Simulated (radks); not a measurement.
# Taking charge from the 2s level of Zn³⁺ in fractions

What happens to E and to the 2s eigenvalue of Zn³⁺ when a fraction of an electron is removed? The exact functional would give straight lines between whole numbers for a frontier level.

Program: radks (a radial shooting solver on a logarithmic mesh, Libxc functionals) version 1. Level of theory: scalar-relativistic Kohn-Sham, PBE, spin-polarised, spherical densities, point nucleus; open shells are filled with parallel spins first. These are calculated values, not measurements, unless marked.

### 1 Starting point

```
element       : zinc (Z = 30)
charge        : +3
electrons     : 27
configuration : [He] 2s(up 1, down 1) 2p6 3s2 3p6 3d9
```

A shell typed twice in an input gives spin up, then spin down.

### 2 Start: [He] 2s(up 1, down 1) 2p6 3s2 3p6 3d9

Input:

```text
Z 30
configuration [He] 2s1 2s1 2p6 3s2 3p6 3d9
relativity scalar-relativistic
functional pbe,pbe
spin polarised
nucleus point
c 137.035999084
```

### 3 0.1 electron removed from 2s

Input:

```text
Z 30
configuration [He] 2s1 2s0.9 2p6 3s2 3p6 3d9
relativity scalar-relativistic
functional pbe,pbe
spin polarised
nucleus point
c 137.035999084
```

### 4 0.2 electron removed from 2s

Input:

```text
Z 30
configuration [He] 2s1 2s0.8 2p6 3s2 3p6 3d9
relativity scalar-relativistic
functional pbe,pbe
spin polarised
nucleus point
c 137.035999084
```

### 5 0.3 electron removed from 2s

Input:

```text
Z 30
configuration [He] 2s1 2s0.7 2p6 3s2 3p6 3d9
relativity scalar-relativistic
functional pbe,pbe
spin polarised
nucleus point
c 137.035999084
```

### 6 0.4 electron removed from 2s

Input:

```text
Z 30
configuration [He] 2s1 2s0.6 2p6 3s2 3p6 3d9
relativity scalar-relativistic
functional pbe,pbe
spin polarised
nucleus point
c 137.035999084
```

### 7 0.5 electron removed from 2s

Input:

```text
Z 30
configuration [He] 2s1 2s0.5 2p6 3s2 3p6 3d9
relativity scalar-relativistic
functional pbe,pbe
spin polarised
nucleus point
c 137.035999084
```

### 8 0.6 electron removed from 2s

Input:

```text
Z 30
configuration [He] 2s1 2s0.4 2p6 3s2 3p6 3d9
relativity scalar-relativistic
functional pbe,pbe
spin polarised
nucleus point
c 137.035999084
```

### 9 0.7 electron removed from 2s

Input:

```text
Z 30
configuration [He] 2s1 2s0.3 2p6 3s2 3p6 3d9
relativity scalar-relativistic
functional pbe,pbe
spin polarised
nucleus point
c 137.035999084
```

### 10 0.8 electron removed from 2s

Input:

```text
Z 30
configuration [He] 2s1 2s0.2 2p6 3s2 3p6 3d9
relativity scalar-relativistic
functional pbe,pbe
spin polarised
nucleus point
c 137.035999084
```

### 11 0.9 electron removed from 2s

Input:

```text
Z 30
configuration [He] 2s1 2s0.1 2p6 3s2 3p6 3d9
relativity scalar-relativistic
functional pbe,pbe
spin polarised
nucleus point
c 137.035999084
```

### 12 1 electron removed from 2s

Input:

```text
Z 30
configuration [He] 2s1 2s0 2p6 3s2 3p6 3d9
relativity scalar-relativistic
functional pbe,pbe
spin polarised
nucleus point
c 137.035999084
```

Q: Predict the outcome of this session. Wanted: for each run, removed; E − E(0); eigenvalue; E minus straight line.

**Answer**, as computed:

```
removed (e)  E − E(0) (eV)  eigenvalue (eV)  E minus straight line (eV)
          0          0.000          -1200.5                       0.000
        0.1         120.29          -1206.0                      -2.496
        0.2         241.13          -1211.5                      -4.444
        0.3         362.51          -1217.0                      -5.842
        0.4         484.45          -1222.6                      -6.686
        0.5         606.95          -1228.1                      -6.974
        0.6         730.01          -1233.7                      -6.705
        0.7         853.62          -1239.3                      -5.874
        0.8         977.80          -1245.0                      -4.482
        0.9         1102.5          -1250.6                      -2.524
          1         1227.9          -1256.3                       0.000
```

In words: Removing the whole electron costs 1227.9 eV, against 1200.5 eV from minus the starting eigenvalue. Slater's transition state, half an electron removed, gives 1228.1 eV. The trapezoid integral of minus the eigenvalue gives 1228.2 eV over the range, against 1227.9 eV from the energies (Janak's theorem; approximate here, since the scalar-relativistic density holds large components alone). The eigenvalue moves by 55.7 eV per electron. E bends below the straight line by 6.97 eV at 0.5 electron removed.
